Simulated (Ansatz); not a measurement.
# NbTe (P-6m2) in Ansatz: a series of runs, part 2 of 2

Ansatz 0.2.0.

### Step 4. Relaxation of cell and atoms, PBEsol+D3(BJ)-ATM

input.yaml

```yaml
crystal:
  lattice:
    - [3.7029743866, 0.0, 0.0]
    - [-1.8514871933, 3.2068698884, 0.0]
    - [0.0, 0.0, 3.694211]
  atoms:
    - { symbol: Te, position: [0.6666666667, 0.3333333333, 0.0] }
    - { symbol: Nb, position: [0.0, 0.0, 0.5] }
hamiltonian:
  xc: pbesol
  pseudopotentials: { kind: paw }
  dispersion: d3bjatm
kpoints:
  mp_grid: { grid: [8, 8, 7] }
scf:
  occupations: { method: fermi_dirac, width: 0.05 }
output:
  forces: true
  stress: true
  eigenvalues: true
  write_density: true
  write_potential: true
  elf: true
  volumetric_format: npy
relax:
  f_tol: 0.01
  max_steps: 40
  cell: { stress_tol: 0.05 }
```

Potentials or basis: Ansatz PAW.

The run is started by

```bash
> ansatz run input.yaml --threads 2 --pin off --max-ram 5632MiB --backend cpu --events-out ev --progress --plain --runs-dir out
```

Output:

```text
Warning: RAYON_NUM_THREADS=2 ignored (pool sized by the plan → 2); use --threads N
Engine: ansatz 0.2.0, x86_64-unknown-linux-gnu
Pseudopotentials: kind: paw
Pseudopotential: Te, paw, valence charge 16, recommended cutoff 420 eV (normal), Te.paw.azcp
Pseudopotential: Nb, paw, valence charge 13, recommended cutoff 420 eV (normal), Nb.paw.azcp
Functional definition: PBEsol
  exchange = pbesol_x
  correlation = pbesol_c
Crystal: 2 atoms, lattice volume = 43.869 Å³
Basis set: ecut = 420 eV, 865 PW (Γ), exchange–correlation on 50×50×50 points (8 copies of the dense FFT grid, shifted against one another)
Bands: 19, of which v1, the nominal top of the filled ones, is band 15 counted from 1 (14 counted from 0)
Symmetry: 12 space group operations
Space group: P-6m2 (ITA 187), of the structure as read, at distance tolerance 3.5e-5 Å
k-points: 40 of 448 (time reversal used)
Non-local potential: Te, projectors of the file, l = 0: 2, l = 1: 2, l = 2: 2, l = 3: 2
Non-local potential: Nb, projectors of the file, l = 0: 3, l = 1: 2, l = 2: 2, l = 3: 1
PAW form: soft (Blöchl's): semilocal exchange-correlation on the pseudo side does not see the compensation charge
PAW frozen core: Te, regenerated for the run's functional, and the local potential with it (the file was generated under x = pbe(κ = 0.804, μ = 0.2195149727645171), c = pbe(β = 0.06672455060314922))
PAW frozen core: Nb, regenerated for the run's functional, and the local potential with it (the file was generated under x = pbe(κ = 0.804, μ = 0.2195149727645171), c = pbe(β = 0.06672455060314922))
[... 98 lines left out ...]
  E_hartree    = 892.146113
  E_xc         = -299.634477
  E_vxc        = -319.229985  (∫ρ·V_xc dr)
  E_paw        = -7604.475625  (= ΣΔE_a)
  E_vpaw       = -491.490598  (= ΣTr[D̂ρ^β])
  E_aug_tail   = -0.000203  (compensation charges beyond the density's cutoff)
  E_ewald      = -3172.363354
  E_disp       = -1.239601  (pairwise vdW)
  E_core_change = 0.563524  (= ΣΔE_core)
  E_smearing   = -0.008673  (= −TS)
  E_closure    = -0.000000  (closes the sum)
  Σ components = -11398.614705   (vs F -11398.614705, Δ=0.00e0)
--- Forces (eV/Å), atoms counted from 1 ---
  atom   1  Te     0.00000000     0.00000000     0.00000000
  atom   2  Nb     0.00000000     0.00000000     0.00000000
  max |Σ_I F_I| component: 1.11e-16 eV/Å
--- Stress (GPa, compression-positive) ---
       -0.009052       0.000000      -0.000000
        0.000000      -0.009052      -0.000000
       -0.000000      -0.000000       0.015081
  P = ⅓ Tr σ = -0.0010 GPa (-0.010 kbar)
--- Band table (eV; the first three rows and the last of 40) ---
  k-point 0: bands = ["-38.0781", "-20.8216", "-20.8216", "-20.8087", "-20.8087", "-20.8079", "-14.3596", "-14.1041", "-14.1041", "2.5109", "13.9084", "14.1047", "14.1047", "14.7311", "17.4402", "17.4402", "20.0559", "20.0559", "20.7291"]
  k-point 1: bands = ["-38.0769", "-20.8212", "-20.8212", "-20.8102", "-20.8102", "-20.8052", "-14.3872", "-14.1015", "-14.1015", "2.7325", "12.6077", "14.2286", "14.2286", "15.5287", "16.9892", "16.9892", "20.3017", "20.3017", "21.1822"]
  k-point 2: bands = ["-38.0740", "-20.8201", "-20.8201", "-20.8136", "-20.8136", "-20.7988", "-14.4484", "-14.0954", "-14.0954", "3.3082", "10.8039", "14.5072", "14.5072", "16.3936", "16.3936", "16.5942", "19.9882", "19.9882", "21.9506"]
  k-point 39: bands = ["-38.0572", "-20.8275", "-20.8175", "-20.8121", "-20.8051", "-20.7831", "-14.4232", "-14.2488", "-14.1794", "4.9162", "10.6299", "11.3693", "12.5001", "15.8952", "18.5032", "19.2778", "19.8335", "20.0592", "21.0310"]
--- Relaxed structure (5 steps of the walk, 5 accepted, 1 SCFs on fresh bases) ---
  F+E_penalty+E_count = -11398.61470512 eV   max|allowed force component| = 1.850e-17 eV/Å   (the final SCF, on the basis selected at the relaxed cell)
  cell:  # Å, volume = 40.5696 Å³
    - [3.578803946419879, 0.0, 0.0]
    - [-1.7894019732099395, 3.0993351327636183, 0.0]
    - [0.0, 0.0, 3.6575827825377782]
  atoms:
    - { symbol: Te, position: [0.6666666666666666, 0.3333333333333333, 0.0] }
    - { symbol: Nb, position: [-2.7755575615628914e-17, -4.163908966020782e-33, 0.5000000000000001] }
```

rho_z.tsv:

```text
# z_ang	rho[e/angstrom^3]
# format = ansatz-planar-average/11
# lattice	3.578803946	0.000000000	0.000000000
# lattice	-1.789401973	3.099335133	0.000000000
# lattice	0.000000000	0.000000000	3.657582783
# sites	2
# site	52	1.789401973	1.033111711	0.000000000
# site	41	-0.000000000	-0.000000000	1.828791391
0.000000	1.383080e0
0.146303	1.283882e0
0.292607	1.031593e0
0.438910	7.342214e-1
0.585213	4.993162e-1
0.731517	3.756200e-1
0.877820	3.433785e-1
1.024123	3.723514e-1
1.170426	4.633749e-1
1.316730	6.072709e-1
1.463033	7.582281e-1
1.609336	8.643120e-1
1.755640	9.101762e-1
1.901943	9.101762e-1
2.048246	8.643120e-1
2.194550	7.582281e-1
2.340853	6.072709e-1
2.487156	4.633749e-1
2.633460	3.723514e-1
2.779763	3.433785e-1
2.926066	3.756200e-1
3.072370	4.993162e-1
3.218673	7.342214e-1
3.364976	1.031593e0
3.511279	1.283882e0
```

v_z.tsv:

```text
# z_ang	v_es[eV]	v_tot[eV]
# format = ansatz-planar-average/11
# xc	pbesol
# density_cutoff_ev	1680
# datasets	Te=:simpson_from_first_knot:soft:shift=-1325009	Nb=:simpson_from_first_knot:soft:shift=-741135
# lattice	3.578803946	0.000000000	0.000000000
# lattice	-1.789401973	3.099335133	0.000000000
# lattice	0.000000000	0.000000000	3.657582783
# sites	2
# site	52	1.789401973	1.033111711	0.000000000
# site	41	-0.000000000	-0.000000000	1.828791391
0.000000	1.610009e1	3.749132e0
0.146303	1.550784e1	3.216171e0
0.292607	1.404708e1	1.943356e0
0.438910	1.245486e1	6.555721e-1
0.585213	1.139945e1	-3.030418e-2
0.731517	1.117201e1	5.237279e-2
0.877820	1.142418e1	4.035644e-1
1.024123	1.122965e1	6.916596e-2
1.170426	9.843200e0	-1.639720e0
1.316730	7.584460e0	-4.304512e0
1.463033	5.200364e0	-7.066949e0
1.609336	3.244148e0	-9.295008e0
1.755640	2.145616e0	-1.052987e1
1.901943	2.145616e0	-1.052987e1
2.048246	3.244148e0	-9.295008e0
2.194550	5.200364e0	-7.066949e0
2.340853	7.584460e0	-4.304512e0
2.487156	9.843200e0	-1.639720e0
2.633460	1.122965e1	6.916596e-2
2.779763	1.142418e1	4.035644e-1
2.926066	1.117201e1	5.237279e-2
3.072370	1.139945e1	-3.030418e-2
3.218673	1.245486e1	6.555721e-1
3.364976	1.404708e1	1.943356e0
3.511279	1.550784e1	3.216171e0
```

Run time: 5.8 s. Hardware: 2 threads of Intel Xeon 6975P-C (Granite Rapids), shared host; peak memory 0.43 GiB.

What came out:

```yaml
Free_energy: -11398.6147 eV
Relaxed_volume: 20.28 Å³/atom
Relaxed_cell: a = 3.579 Å, b = 3.579 Å, c = 3.658 Å, α = 90.00°, β = 90.00°, γ = 120.00°
Space_group_after_relaxing_to_0.05_Å: P-6m2 (No. 187)
Energy_gained_by_relaxing: 50.9 meV/atom
Ionic_steps: 6
Pressure_after_relaxing: 0.0 GPa
Band_gap_on_the_k_mesh: none (metal or under the smearing width)
```

The path:
```
step  energy change (eV)  largest force (eV/Å)  volume (Å³)
   1              0.0000                0.0000        43.87
   2             -0.0100                0.0000        38.02
   3             -0.0997                0.0000        40.85
   4             -0.1019                0.0000        40.70
   5             -0.1024                0.0000        40.57
   6             -0.1017                0.0000        40.57
```

Final structure:
```
Te Nb
1.0
     3.57880    0.00000    0.00000
    -1.78940    3.09934    0.00000
     0.00000    0.00000    3.65758
Te Nb
1 1
Direct
  0.66667 0.33333 0.00000
  0.00000 0.00000 0.50000
```

Caveat: the plane-wave basis is chosen anew once the cell has moved, so the energies of steps on either side of that aren't comparable; pairwise dispersion overbinds metals, which lowers pressure and volume; the PAW data sets come from PBE, with cores solved anew for the run's functional, which leaves a small shift of forces and pressure. The run has no spin-orbit coupling, so splittings on Te are missing.

### Step 5. Relaxation of cell and atoms, PBEsol+D4

input.yaml, as its differences from that of step 4:

```diff
@@ -11,3 +11,3 @@
   pseudopotentials: { kind: paw }
-  dispersion: d3bjatm
+  dispersion: d4
 kpoints:
@@ -20,6 +20,2 @@
   eigenvalues: true
-  write_density: true
-  write_potential: true
-  elf: true
-  volumetric_format: npy
 relax:
```

The run is started by

```bash
> ansatz run input.yaml --threads 2 --pin off --max-ram 5632MiB --backend cpu --events-out ev --progress --plain --runs-dir out
```

It took 5.9 s on 2 threads of Intel Xeon 6975P-C (Granite Rapids), shared host; peak memory 0.42 GiB.

The run converged. Its results:

```yaml
Free_energy: -11397.9776 eV
Relaxed_volume: 20.63 Å³/atom
Relaxed_cell: a = 3.606 Å, b = 3.606 Å, c = 3.664 Å, α = 90.00°, β = 90.00°, γ = 120.00°
Space_group_after_relaxing_to_0.05_Å: P-6m2 (No. 187)
Energy_gained_by_relaxing: 30.7 meV/atom
Ionic_steps: 5
Pressure_after_relaxing: 0.0 GPa
Band_gap_on_the_k_mesh: none (metal or under the smearing width)
```

The path:
| step | energy change (eV) | largest force (eV/Å) | volume (Å³) |
| --- | --- | --- | --- |
| 1 | 0.0000 | 0.0000 | 43.87 |
| 2 | -0.0601 | 0.0000 | 41.65 |
| 3 | -0.0619 | 0.0000 | 41.21 |
| 4 | -0.0619 | 0.0000 | 41.26 |
| 5 | -0.0614 | 0.0000 | 41.26 |

Final structure:
```yaml
crystal:
  lattice:
    - [3.60605, 0.00000, 0.00000]
    - [-1.80302, 3.12293, 0.00000]
    - [0.00000, 0.00000, 3.66418]
  atoms:
    - { symbol: Te, position: [0.66667, 0.33333, 0.00000] }
    - { symbol: Nb, position: [0.00000, 0.00000, 0.50000] }
```

Levels at points of the mesh, in eV from the Fermi level:
```tsv
k point	band 12	band 13	band 14	band 15	band 16	band 17	band 18	band 19
(0.00, 0.00, 0.00)	-3.20	-3.20	-2.53	0.13	0.13	2.67	2.67	3.28
(0.00, -0.50, 0.00)	-4.16	-2.91	-2.55	-0.24	1.39	1.75	3.16	3.98
```

Caveat: the plane-wave basis is chosen anew once the cell has moved, so the energies of steps on either side of that aren't comparable; pairwise dispersion overbinds metals, which lowers pressure and volume; the PAW data sets come from PBE, with cores solved anew for the run's functional, which leaves a small shift of forces and pressure.

### Step 6. Overview

| level | gap on the mesh (eV) | pressure (GPa) | relaxed volume (Å³/atom) |
| --- | --- | --- | --- |
| PBEsol | none | 0.0 | 20.96 |
| PBEsol+D3(BJ) | none | 0.0 | 20.15 |
| PBEsol+D3(BJ)-ATM | none | 0.0 | 20.28 |
| PBEsol+D4 | none | 0.0 | 20.63 |

Alike in all rows: task relaxation of cell and atoms; potentials or basis Ansatz PAW; no spin polarisation; cell relaxed; k mesh 8 × 8 × 7; cutoff (eV) 420; smearing fermi-dirac 0.05 eV.

Caveats: the plane-wave basis is chosen anew once the cell has moved, so the energies of steps on either side of that aren't comparable; the PAW data sets come from PBE, with cores solved anew for the run's functional, which leaves a small shift of forces and pressure; pairwise dispersion overbinds metals, which lowers pressure and volume (some runs).

Absolute energies hang on the potentials; compare differences alone.
